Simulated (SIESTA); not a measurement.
## NaTiO3 under changes of volume

One of the cells (12.123 Å³/atom); the others are scaled copies at fixed shape and fractional positions:

```xyz
5
Lattice="3.9282 0.0000 0.0000 0.0000 3.9282 0.0000 0.0000 0.0000 3.9282" Properties=species:S:1:pos:R:3 pbc="T T T"
Ti    1.9641    1.9641    1.9641
Na    0.0000    0.0000    0.0000
O     0.0000    1.9641    1.9641
O     1.9641    0.0000    1.9641
O     1.9641    1.9641    0.0000
```

The cell comes from a database or a generator and needn't be the stable form of this composition.

- Program: SIESTA 5.4.2
- Functional: PBEsol
- Potentials or basis: PseudoDojo 0.4 standard (PBEsol files)
- Basis: DZP (energy shift 0.003 Ry; two zetas on semicore shells)
- Grid cutoff: 800 Ry
- Energy shift: 0.003 Ry
- k mesh: 7 × 7 × 7
- Occupations: fermi-dirac, width 0.05 eV
- Spin: no spin polarisation

| volume (Å³/atom) | energy over the lowest point (meV/atom) | pressure (GPa) |
| --- | --- | --- |
| 11.172 | 4.97 | 5.2 |
| 11.410 | 0.00 | 1.5 |
| 11.647 | 0.38 | -1.9 |
| 12.123 | ? | ? |
| 12.361 | 27.46 | -9.8 |
| 12.598 | 43.66 | -12.0 |

What does the run at 12.123 Å³/atom give?

Energy over the lowest point 14.56 meV/atom; pressure -7.5 GPa.

Worked out: A Birch-Murnaghan fit of order 3 (a polynomial in V^(-2/3)) to the other rows has its minimum at 11.51 Å³/atom with B0 = V·E''(V) = 163 GPa and B' = 4.5. It gives 14.55 meV/atom at 12.123 Å³/atom, against the run's 14.56, and -dE/dV = -7.5 GPa, against -7.5.

Energies are extrapolated to zero smearing.

Caveats: the basis of atomic orbitals isn't converged, which shifts pressures, moduli and gaps; an odd number of electrons without spin polarisation forces a metal; a magnetic or distorted state may lie lower.
